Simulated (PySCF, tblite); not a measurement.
**C₄H₄BFS: dynamics, then NMR shifts on frames**

Aim: move C₄H₄BFS (`Bc1ccc(F)s1`) away from its starting geometry and see how NMR shifts follow the geometry.

The runs use tblite 0.8.0 and PySCF 2.14.0, with density-fitted response routines of our own; the level of theory stands in each step. All values are computed, except where a source is named. Atoms are numbered from 0 throughout.

## 1. Starting geometry

11 atoms, charge 0, multiplicity 1; geometry from: GFN2-xTB.

Bonds of the start (Å): B0–C1 1.52, C1–C2 1.38, C2–C3 1.40, C3–C4 1.36, C4–F5 1.33, C4–S6 1.72, S6–C1 1.75, B0–H7 1.17, B0–H8 1.17, C2–H9 1.08, C3–H10 1.07.

## 2. Dynamics with GFN2-xTB

What the job is given:

```
{"job": {"kind": "md", "xc": "GFN2-xTB", "basis": "xTB", "temperature": 400, "steps": 2000, "every": 50, "frames": 5}, "charge": 0, "multiplicity": 1}
B     -2.195684    -0.400395    -0.141990
C     -0.684212    -0.244919    -0.093022
C      0.056442     0.840369     0.325501
C      1.446443     0.676429     0.251188
C      1.762676    -0.558416    -0.234795
F      2.993529    -1.028445    -0.428616
S      0.396299    -1.529714    -0.603767
H     -2.671911    -1.395097    -0.526508
H     -2.864951     0.489485     0.211616
H     -0.410315     1.741847     0.680873
H      2.177109     1.411527     0.533556
```

Method: GFN2-xTB Langevin dynamics, gas phase.

Launch:

```console
> OMP_NUM_THREADS=1 python probes_run.py task.json out
```

The driver reads the jobs from task.json and runs them one after another.

Output:

```text
t/fs     T/K      E/eV
    0.0   350.9   -538.36785
   25.0   234.9   -538.14482
   50.0   288.2   -538.02683
   75.0   388.9   -538.13824
  100.0   353.4   -538.02970
  125.0   305.9   -538.06310
  150.0   360.1   -538.07956
  175.0   485.6   -538.18651
  200.0   313.2   -537.83286
  225.0   413.7   -537.95296
  250.0   314.4   -537.91510
  275.0   256.6   -538.04351
  300.0   322.0   -537.96033
  325.0   412.9   -537.97827
  350.0   465.9   -537.95739
  375.0   416.7   -537.96337
  400.0   340.9   -537.92239
  425.0   432.7   -538.15451
  450.0   304.2   -538.00543
  475.0   373.2   -537.81909
  500.0   335.2   -537.79272
  525.0   516.8   -537.95190
  550.0   368.0   -537.95942
  575.0   521.4   -537.97701
  600.0   292.4   -537.89105
  625.0   427.5   -538.00287
  650.0   362.7   -537.93216
  675.0   374.5   -537.98928
  700.0   332.8   -538.03302
  725.0   363.4   -537.93596
  750.0   347.4   -538.07469
  775.0   466.6   -538.08900
  800.0   554.8   -538.11867
  825.0   477.2   -537.87516
  850.0   551.5   -537.88415
  875.0   404.2   -537.65321
  900.0   418.7   -537.98205
  925.0   459.3   -538.03824
  950.0   334.5   -537.80366
  975.0   330.9   -537.72688
 1000.0   482.3   -537.96028
```

Wall time 7.2 s (1 thread of Arm Neoverse V2, shared host); peak memory 0.18 GiB.

Distance from the start (root mean square after alignment): 0 fs 0.00 Å, 200 fs 0.15 Å, 400 fs 0.17 Å, 600 fs 0.15 Å, 800 fs 0.08 Å, 1000 fs 0.16 Å.

Positions (Å) and forces (eV/Å) at 1000 fs:

```xyz
11

B    -2.317   -1.122    0.420   -0.137    0.647    1.237
C    -0.856   -1.170    0.071    1.554    0.317   -0.777
C    -0.381   -1.723   -1.125   -1.150   -0.094    1.370
C     0.968   -1.643   -1.412    0.977    0.911    0.246
C     1.578   -0.823   -0.445    0.186   -0.543   -0.719
F     2.849   -0.340   -0.411   -0.881   -0.722   -0.206
S     0.550   -0.360    0.860   -0.847   -0.399   -0.739
H    -2.789   -0.435    1.248    0.400    0.180    0.053
H    -3.084   -1.831   -0.024   -0.353   -0.677   -0.804
H    -1.138   -2.202   -1.703    0.097   -0.387   -0.527
H     1.365   -2.145   -2.311    0.156    0.767    0.866
```

## 3. NMR shieldings: 250 fs, PBE0/pcSseg-1

What the job is given:

```
{"job": {"kind": "nmr", "xc": "PBE0", "basis": "pcSseg-1", "pop": false}, "charge": 0, "multiplicity": 1}
B     -2.405000    -1.577400    -0.142400
C     -1.042500    -0.960000    -0.084400
C     -0.631600     0.350700    -0.025700
C      0.787600     0.486800     0.090400
C      1.468500    -0.668300    -0.012500
F      2.770000    -0.982900    -0.103800
S      0.421300    -2.081300    -0.093100
H     -2.323400    -2.745300    -0.163000
H     -3.310100    -0.800600     0.084900
H     -1.248400     1.207700     0.061500
H      1.167500     1.485400     0.092100
```

Level: GIAO PBE0/pcSseg-1 NMR shielding, non-relativistic, gas phase.

Output:

```text
coarse grid: 10624 points
cycle   1  E = -677.0420448176  dE =  1.093e+00  |g| = 5.377e-01  |ddm| = 3.245e+00
cycle   2  E = -676.9128978299  dE =  1.291e-01  |g| = 9.215e-01  |ddm| = 1.102e+00
cycle   3  E = -677.1054749623  dE = -1.926e-01  |g| = 1.195e-01  |ddm| = 7.852e-01
cycle   4  E = -677.1083610493  dE = -2.886e-03  |g| = 6.048e-02  |ddm| = 1.678e-01
cycle   5  E = -677.1091761255  dE = -8.151e-04  |g| = 1.381e-02  |ddm| = 6.620e-02
cycle   6  E = -677.1092208365  dE = -4.471e-05  |g| = 4.542e-03  |ddm| = 1.839e-02
cycle   7  E = -677.1092257491  dE = -4.913e-06  |g| = 1.576e-03  |ddm| = 4.943e-03
final grid: 100880 points
cycle   8  E = -677.1586006081  dE = -2.849e-05  |g| = 7.193e-03  |ddm| = 3.259e-02
cycle   9  E = -677.1585823504  dE =  1.826e-05  |g| = 1.110e-02  |ddm| = 1.699e-02
cycle  10  E = -677.1586135155  dE = -3.117e-05  |g| = 1.048e-03  |ddm| = 1.154e-02
cycle  11  E = -677.1586137988  dE = -2.833e-07  |g| = 4.456e-04  |ddm| = 1.629e-03
cycle  12  E = -677.1586138495  dE = -5.074e-08  |g| = 8.796e-05  |ddm| = 4.006e-04
cycle  13  E = -677.1586138509  dE = -1.347e-09  |g| = 4.297e-05  |ddm| = 9.882e-05
cycle  14  E = -677.1586138513  dE = -4.495e-10  |g| = 1.290e-05  |ddm| = 5.505e-05
converged SCF energy = -677.1586138513

GIAO shielding tensors (ppm)
atom      isotropic    diamagn.    paramagn.     s11        s22        s33       span
  0 B       41.171     194.555    -153.384     -8.293      4.123    127.685    135.978
  1 C       12.761     258.393    -245.632    -73.913     12.619     99.577    173.490
  2 C       32.655     252.975    -220.320    -48.492      5.903    140.554    189.047
  3 C       75.543     255.707    -180.164     24.403     54.060    148.167    123.764
  4 C      -10.645     255.051    -265.697    -90.656     10.777     47.943    138.600
  5 F      266.419     470.973    -204.553    147.337    249.532    402.389    255.052
  6 S      193.043    1056.503    -863.460     34.816    242.897    301.414    266.598
  7 H       25.076      29.201      -4.125     18.834     25.344     31.049     12.215
  8 H       24.338      28.331      -3.993     19.582     25.674     27.757      8.175
  9 H       24.006      32.932      -8.925     22.350     24.138     25.531      3.182
 10 H       25.486      31.027      -5.541     22.025     25.738     28.696      6.671
```

Wall time 9.2 s (1 thread of Arm Neoverse V2, shared host); peak memory 0.7 GiB.

The references, computed at this level on geometries of the same kind, shield at (ppm): 1H TMS 31.72, 13C TMS 186.9, 19F CFCl3 170.9, 11B BF3·OEt2 100.1, 33S CS2 504. Their shielding less the atom's gives the shift. The references are single molecules in the gas phase, so shifts against H2O, NH3, PH3, H3PO4 or CFCl3 are not on the usual liquid scales and can be off by tens of ppm. Each atom is listed at this fixed geometry, with no averaging over motion; a spectrum would average atoms that exchange fast.

```csv
atoms,environment,σ (ppm),δ (ppm)
C4,aromatic carbon bearing fluorine,-10.6,197.6
C1,substituted aromatic carbon next to the ring sulfur,12.8,174.2
C2,aromatic CH,32.7,154.3
C3,aromatic CH,75.5,111.4
H9,hydrogen on an aromatic CH,24.01,7.71
H8,hydrogen on a boron bonded to C,24.34,7.38
H7,hydrogen on a boron bonded to C,25.08,6.64
H10,hydrogen on an aromatic CH,25.49,6.23
B0,"boron bonded to C, 2 H",41.2,58.9
F5,aryl fluorine,266.4,-95.5
S6,aromatic ring sulfur,193,311
```

Ring of atoms C1, C2, C3, C4, S6: NICS(0) -10.7, NICS(1) -9.5, NICS(1)zz -19.6 ppm (means of both faces).

## 4. Shielding tensors: 425 fs, PBE0/pcSseg-1

What the job is given:

```
{"job": {"kind": "nmr", "xc": "PBE0", "basis": "pcSseg-1", "pop": false}, "charge": 0, "multiplicity": 1}
B     -2.184400    -1.573200     0.333900
C     -0.722000    -1.223500     0.183100
C     -0.187800    -0.075000    -0.379800
C      1.222000    -0.101400    -0.357200
C      1.725600    -1.227800     0.213700
F      3.047600    -1.571400     0.312700
S      0.462400    -2.303600     0.743000
H     -2.394700    -2.643900     0.757100
H     -2.931600    -0.759200    -0.085000
H     -0.876400     0.616200    -0.865600
H      1.852400     0.671800    -0.773200
```

Method: GIAO PBE0/pcSseg-1 NMR shielding, non-relativistic, gas phase.

Output:

```text
coarse grid: 10624 points
cycle   1  E = -677.0509796486  dE =  1.186e+00  |g| = 5.507e-01  |ddm| = 3.270e+00
cycle   2  E = -676.9107790762  dE =  1.402e-01  |g| = 9.598e-01  |ddm| = 1.156e+00
cycle   3  E = -677.1175125864  dE = -2.067e-01  |g| = 1.130e-01  |ddm| = 8.137e-01
cycle   4  E = -677.1199529520  dE = -2.440e-03  |g| = 6.158e-02  |ddm| = 1.645e-01
cycle   5  E = -677.1208081821  dE = -8.552e-04  |g| = 1.438e-02  |ddm| = 7.070e-02
cycle   6  E = -677.1208589534  dE = -5.077e-05  |g| = 5.566e-03  |ddm| = 2.063e-02
cycle   7  E = -677.1208665436  dE = -7.590e-06  |g| = 1.429e-03  |ddm| = 5.626e-03
final grid: 100880 points
cycle   8  E = -677.1703146906  dE = -2.746e-05  |g| = 7.828e-03  |ddm| = 2.792e-02
cycle   9  E = -677.1702944117  dE =  2.028e-05  |g| = 1.194e-02  |ddm| = 1.811e-02
cycle  10  E = -677.1703293358  dE = -3.492e-05  |g| = 1.433e-03  |ddm| = 1.223e-02
cycle  11  E = -677.1703298683  dE = -5.326e-07  |g| = 4.811e-04  |ddm| = 1.851e-03
cycle  12  E = -677.1703299274  dE = -5.909e-08  |g| = 1.199e-04  |ddm| = 4.948e-04
cycle  13  E = -677.1703299300  dE = -2.590e-09  |g| = 5.127e-05  |ddm| = 1.398e-04
cycle  14  E = -677.1703299306  dE = -6.119e-10  |g| = 1.388e-05  |ddm| = 6.077e-05
converged SCF energy = -677.1703299306

GIAO shielding tensors (ppm)
atom      isotropic    diamagn.    paramagn.     s11        s22        s33       span
  0 B       38.819     192.630    -153.811     -9.699     -1.333    127.489    137.188
  1 C       35.911     261.137    -225.226    -62.183     23.238    146.679    208.862
  2 C       34.551     250.695    -216.143    -49.282     11.078    141.859    191.141
  3 C       69.210     254.777    -185.567      8.301     48.014    151.316    143.016
  4 C      -11.580     258.693    -270.273    -87.608     12.287     40.582    128.190
  5 F      272.847     470.035    -197.188    171.578    272.494    374.469    202.891
  6 S      270.341    1056.144    -785.803    128.355    285.688    396.981    268.626
  7 H       24.988      29.149      -4.162     19.104     25.702     30.156     11.051
  8 H       24.614      29.330      -4.715     19.452     26.091     28.300      8.848
  9 H       23.350      32.011      -8.660     20.971     22.999     26.081      5.109
 10 H       24.688      30.316      -5.627     21.389     24.798     27.879      6.490
```

Run time: 9.5 s. Hardware: 1 thread of Arm Neoverse V2, shared host; peak memory 0.71 GiB.

Key values: δ C4 198.5, C2 152.4, C1 151.0, C3 117.7, H9 8.37, H8 7.10 ppm.

## 5. Shielding tensors: 625 fs, PBE0/pcSseg-1

What the job is given:

```
{"job": {"kind": "nmr", "xc": "PBE0", "basis": "pcSseg-1", "pop": false}, "charge": 0, "multiplicity": 1}
B     -1.926500    -1.028400     0.337100
C     -0.412300    -1.297500     0.210600
C      0.436600    -0.847400    -0.850400
C      1.806700    -0.963300    -0.620000
C      2.003000    -1.558900     0.563100
F      3.240200    -1.795500     1.025100
S      0.552900    -1.914500     1.493300
H     -2.515700    -1.205500     1.329500
H     -2.539800    -0.966000    -0.655900
H      0.073100    -0.480300    -1.776600
H      2.623500    -0.463500    -1.191900
```

With the program's defaults for keys left out, this is: GIAO PBE0/pcSseg-1 NMR shielding, non-relativistic, gas phase.

Output:

```text
coarse grid: 10624 points
cycle   1  E = -677.0514832517  dE =  1.141e+00  |g| = 5.241e-01  |ddm| = 3.253e+00
cycle   2  E = -676.9475630608  dE =  1.039e-01  |g| = 8.639e-01  |ddm| = 1.031e+00
cycle   3  E = -677.1099314620  dE = -1.624e-01  |g| = 1.222e-01  |ddm| = 7.256e-01
cycle   4  E = -677.1128552777  dE = -2.924e-03  |g| = 6.340e-02  |ddm| = 1.684e-01
cycle   5  E = -677.1138084875  dE = -9.532e-04  |g| = 1.592e-02  |ddm| = 7.698e-02
cycle   6  E = -677.1138766182  dE = -6.813e-05  |g| = 6.409e-03  |ddm| = 2.284e-02
cycle   7  E = -677.1138863010  dE = -9.683e-06  |g| = 1.426e-03  |ddm| = 6.419e-03
final grid: 100880 points
cycle   8  E = -677.1633014762  dE = -2.770e-05  |g| = 7.344e-03  |ddm| = 2.815e-02
cycle   9  E = -677.1632827037  dE =  1.877e-05  |g| = 1.120e-02  |ddm| = 1.764e-02
cycle  10  E = -677.1633146307  dE = -3.193e-05  |g| = 1.455e-03  |ddm| = 1.209e-02
cycle  11  E = -677.1633152048  dE = -5.741e-07  |g| = 4.893e-04  |ddm| = 1.879e-03
cycle  12  E = -677.1633152665  dE = -6.176e-08  |g| = 1.225e-04  |ddm| = 5.073e-04
cycle  13  E = -677.1633152695  dE = -3.000e-09  |g| = 4.856e-05  |ddm| = 1.401e-04
cycle  14  E = -677.1633152701  dE = -5.491e-10  |g| = 1.378e-05  |ddm| = 5.734e-05
converged SCF energy = -677.1633152701

GIAO shielding tensors (ppm)
atom      isotropic    diamagn.    paramagn.     s11        s22        s33       span
  0 B       37.056     189.292    -152.236    -15.078     -4.196    130.442    145.520
  1 C       37.515     259.920    -222.405    -54.855     22.731    144.668    199.524
  2 C       31.208     252.410    -221.202    -48.760     -3.001    145.384    194.144
  3 C       70.060     257.902    -187.842      0.360     57.604    152.218    151.858
  4 C      -12.227     260.754    -272.982    -93.276     15.126     41.468    134.745
  5 F      264.478     469.131    -204.653    165.171    251.930    376.335    211.165
  6 S      276.807    1055.553    -778.746    121.409    289.092    419.920    298.511
  7 H       24.875      28.985      -4.110     19.777     26.340     28.508      8.730
  8 H       24.690      29.620      -4.930     20.089     26.415     27.567      7.478
  9 H       24.128      33.015      -8.887     21.683     24.472     26.228      4.545
 10 H       23.793      29.136      -5.343     20.914     23.802     26.664      5.751
```

It took 9.5 s on 1 thread of Arm Neoverse V2, shared host; peak memory 0.71 GiB.

This run: δ C4 199.2, C2 155.7, C1 149.4, C3 116.9, H10 7.92, H9 7.59 ppm.

## 6. Shielding tensors: 800 fs, PBE0/pcSseg-1

What the job is given:

```
{"job": {"kind": "nmr", "xc": "PBE0", "basis": "pcSseg-1", "pop": false}, "charge": 0, "multiplicity": 1}
B     -2.271500    -1.417200     0.295400
C     -0.742700    -1.233700     0.074200
C     -0.152900    -1.283900    -1.136200
C      1.239600    -1.013400    -1.167900
C      1.676200    -0.926100     0.128100
F      2.970200    -0.741600     0.503600
S      0.463700    -1.060700     1.328000
H     -2.620400    -1.288200     1.394600
H     -3.049500    -1.540700    -0.553500
H     -0.823800    -1.352100    -2.042000
H      1.942800    -0.921100    -1.946000
```

With the program's defaults for keys left out, this is: GIAO PBE0/pcSseg-1 NMR shielding, non-relativistic, gas phase.

Output:

```text
coarse grid: 10624 points
cycle   1  E = -677.0550419166  dE =  1.162e+00  |g| = 5.302e-01  |ddm| = 3.268e+00
cycle   2  E = -676.9482702671  dE =  1.068e-01  |g| = 8.778e-01  |ddm| = 1.020e+00
cycle   3  E = -677.1150992957  dE = -1.668e-01  |g| = 1.019e-01  |ddm| = 7.136e-01
cycle   4  E = -677.1171594226  dE = -2.060e-03  |g| = 5.593e-02  |ddm| = 1.500e-01
cycle   5  E = -677.1178455242  dE = -6.861e-04  |g| = 1.263e-02  |ddm| = 6.298e-02
cycle   6  E = -677.1178836484  dE = -3.812e-05  |g| = 4.256e-03  |ddm| = 1.792e-02
cycle   7  E = -677.1178879107  dE = -4.262e-06  |g| = 1.382e-03  |ddm| = 4.664e-03
final grid: 100880 points
cycle   8  E = -677.1676048459  dE = -2.866e-05  |g| = 7.826e-03  |ddm| = 3.102e-02
cycle   9  E = -677.1675863319  dE =  1.851e-05  |g| = 1.167e-02  |ddm| = 1.828e-02
cycle  10  E = -677.1676197746  dE = -3.344e-05  |g| = 1.184e-03  |ddm| = 1.211e-02
cycle  11  E = -677.1676201122  dE = -3.376e-07  |g| = 4.165e-04  |ddm| = 1.599e-03
cycle  12  E = -677.1676201540  dE = -4.185e-08  |g| = 1.019e-04  |ddm| = 4.025e-04
cycle  13  E = -677.1676201560  dE = -1.981e-09  |g| = 4.527e-05  |ddm| = 1.187e-04
cycle  14  E = -677.1676201565  dE = -5.172e-10  |g| = 1.231e-05  |ddm| = 6.144e-05
converged SCF energy = -677.1676201565

GIAO shielding tensors (ppm)
atom      isotropic    diamagn.    paramagn.     s11        s22        s33       span
  0 B       34.917     191.505    -156.588    -20.444     -2.914    128.108    148.552
  1 C       39.024     259.001    -219.976    -50.537     31.438    136.171    186.708
  2 C       35.667     255.164    -219.497    -36.940      7.196    136.746    173.687
  3 C       69.870     255.824    -185.954     -0.527     63.052    147.085    147.611
  4 C      -10.952     257.591    -268.544    -92.602     16.366     43.379    135.980
  5 F      274.410     471.281    -196.871    164.655    268.169    390.407    225.753
  6 S      293.999    1056.122    -762.124    162.277    300.612    419.107    256.830
  7 H       25.182      29.510      -4.328     19.791     26.301     29.454      9.662
  8 H       24.483      29.582      -5.098     19.233     26.834     27.383      8.149
  9 H       23.307      30.171      -6.864     20.051     23.805     26.065      6.014
 10 H       24.924      31.040      -6.116     22.378     23.836     28.558      6.180
```

Run time: 9.2 s. Hardware: 1 thread of Arm Neoverse V2, shared host; peak memory 0.71 GiB.

This run: δ C4 197.9, C2 151.3, C1 147.9, C3 117.1, H9 8.41, H8 7.23 ppm.

## 7. NMR shieldings: 1000 fs, PBE0/pcSseg-1

What the job is given:

```
{"job": {"kind": "nmr", "xc": "PBE0", "basis": "pcSseg-1", "pop": false}, "charge": 0, "multiplicity": 1}
B     -2.316500    -1.122000     0.420100
C     -0.856200    -1.170100     0.071500
C     -0.381100    -1.723200    -1.124700
C      0.967800    -1.642600    -1.411800
C      1.577800    -0.822600    -0.444700
F      2.849400    -0.339500    -0.410700
S      0.549600    -0.359800     0.859600
H     -2.789200    -0.435300     1.248500
H     -3.083700    -1.831000    -0.023800
H     -1.138100    -2.202300    -1.703200
H      1.365000    -2.145000    -2.310800
```

Level: GIAO PBE0/pcSseg-1 NMR shielding, non-relativistic, gas phase.

Output:

```text
coarse grid: 10624 points
cycle   1  E = -677.0320873706  dE =  1.093e+00  |g| = 5.740e-01  |ddm| = 3.235e+00
cycle   2  E = -676.8396210730  dE =  1.925e-01  |g| = 1.073e+00  |ddm| = 1.226e+00
cycle   3  E = -677.1077835062  dE = -2.682e-01  |g| = 1.366e-01  |ddm| = 8.955e-01
cycle   4  E = -677.1110164646  dE = -3.233e-03  |g| = 7.512e-02  |ddm| = 1.897e-01
cycle   5  E = -677.1123063480  dE = -1.290e-03  |g| = 1.610e-02  |ddm| = 8.380e-02
cycle   6  E = -677.1123740964  dE = -6.775e-05  |g| = 5.356e-03  |ddm| = 2.221e-02
cycle   7  E = -677.1123810742  dE = -6.978e-06  |g| = 1.802e-03  |ddm| = 6.273e-03
final grid: 100880 points
cycle   8  E = -677.1610377273  dE = -2.607e-05  |g| = 7.027e-03  |ddm| = 2.910e-02
cycle   9  E = -677.1610224237  dE =  1.530e-05  |g| = 1.043e-02  |ddm| = 1.600e-02
cycle  10  E = -677.1610500807  dE = -2.766e-05  |g| = 1.130e-03  |ddm| = 1.075e-02
cycle  11  E = -677.1610503905  dE = -3.098e-07  |g| = 4.799e-04  |ddm| = 1.636e-03
cycle  12  E = -677.1610504502  dE = -5.972e-08  |g| = 1.138e-04  |ddm| = 4.873e-04
cycle  13  E = -677.1610504526  dE = -2.392e-09  |g| = 5.509e-05  |ddm| = 1.353e-04
cycle  14  E = -677.1610504534  dE = -7.240e-10  |g| = 1.371e-05  |ddm| = 6.465e-05
converged SCF energy = -677.1610504534

GIAO shielding tensors (ppm)
atom      isotropic    diamagn.    paramagn.     s11        s22        s33       span
  0 B       39.314     190.267    -150.954    -17.686      3.715    131.911    149.597
  1 C       32.367     258.281    -225.914    -45.806     18.419    124.490    170.296
  2 C       25.080     255.107    -230.027    -60.734     -2.660    138.634    199.368
  3 C       73.099     256.540    -183.440     18.724     49.491    151.083    132.358
  4 C      -16.417     255.638    -272.055    -93.220      3.748     40.221    133.441
  5 F      252.692     471.240    -218.548    132.126    240.077    385.874    253.747
  6 S      242.495    1056.164    -813.668    102.618    201.390    423.478    320.860
  7 H       25.014      29.454      -4.440     21.059     26.285     27.698      6.638
  8 H       24.874      30.116      -5.241     19.806     27.070     27.748      7.942
  9 H       23.979      31.557      -7.579     21.405     23.142     27.390      5.985
 10 H       24.228      28.344      -4.117     21.007     24.235     27.440      6.433
```

It took 9.2 s on 1 thread of Arm Neoverse V2, shared host; peak memory 0.71 GiB.

Key values: δ C4 203.3, C2 161.8, C1 154.6, C3 113.8, H9 7.74, H10 7.49 ppm.

## 8. Side by side: NMR shifts

Shifts (ppm) of some atoms, chosen among heavy atoms and hydrogens apart, with basis size and wall time:

```csv
frame,C1,C2,C3,H9,H10,F5,S6,functions,time
250 fs,174.2,154.3,111.4,7.71,6.23,-95.5,311,146,9.2 s
425 fs,151.0,152.4,117.7,8.37,7.03,-101.9,233,146,9.5 s
625 fs,149.4,155.7,116.9,7.59,7.92,-93.5,227,146,9.5 s
800 fs,147.9,151.3,117.1,8.41,6.79,-103.5,210,146,9.2 s
1000 fs,154.6,161.8,113.8,7.74,7.49,-81.7,261,146,9.2 s
```

## 9. Outcome

| quantity | value |
| --- | --- |
| thermostat | 400 K |
| mean temperature, second half | 415 K |
| mean potential energy above the minimum | 0.43 eV |
| 13C shifts against TMS (PBE0/pcSseg-1, 250 fs) | 197.6, 174.2, 154.3, 111.4 ppm |
| 1H shifts against TMS (PBE0/pcSseg-1, 250 fs) | 7.71, 7.38, 6.64, 6.23 ppm |
| 11B shifts against BF3·OEt2 (PBE0/pcSseg-1, 250 fs) | 58.9 ppm |
| 19F shifts against CFCl3 (PBE0/pcSseg-1, 250 fs) | -95.5 ppm |
| 33S shifts against CS2 (PBE0/pcSseg-1, 250 fs) | 311 ppm |
| range of the shift of S6 | 210 to 311 ppm |

What this shows: In the second half the potential energy averages 0.43 eV above the minimum; equipartition over 27 harmonic modes at 400 K would give 0.47 eV. With 11 atoms the temperature swings widely (235 to 555 K). Shifts at one fixed geometry are not the observed spectrum, which averages over the motion. NICS(1)zz of -20 ppm above the planar ring from C1 marks a diatropic (aromatic) ring current. In ppm, S6 moves most: its shift spreads over 101 ppm, from 210 (800 fs) to 311 (250 fs).
